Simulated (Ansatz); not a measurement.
**CdF: equation of state with PBE**

CdF:

```
Cd F
1.0
     0.00000    2.53120    2.53120
     2.53120    0.00000    2.53120
     2.53120    2.53120    0.00000
Cd F
1 1
Cartesian
  0.0000 0.0000 0.0000
  2.5312 2.5312 2.5312
```

The cell was built by a generator and needn't be a form met in nature.

```
Program             : Ansatz 0.2.0
Task                : equation of state
Functional          : PBE
Potentials or basis : all-electron LAPW, scalar-relativistic
Basis error allowed : 0.0005 eV/atom
k mesh              : 9 × 9 × 9
Occupations         : fermi-dirac, width 0.05 eV
Spin                : no spin polarisation
```

* Equilibrium volume: 17.34 Å³/atom (rough: see the caveat)
* Bulk modulus: 55 GPa (rough)

Energy against volume, from the lowest point:
| volume (Å³/atom) | energy (meV/atom) |
| --- | --- |
| 15.244 | 55.85 |
| 15.569 | 38.23 |
| 15.893 | 24.43 |
| 16.217 | 14.05 |
| 16.542 | 6.73 |
| 16.866 | 2.14 |
| 17.190 | 0.00 |

All runs of the series together: 55 s on 1 thread of Arm Neoverse V1, with other jobs on the host.

Caveat: the minimum lies outside the volumes run.
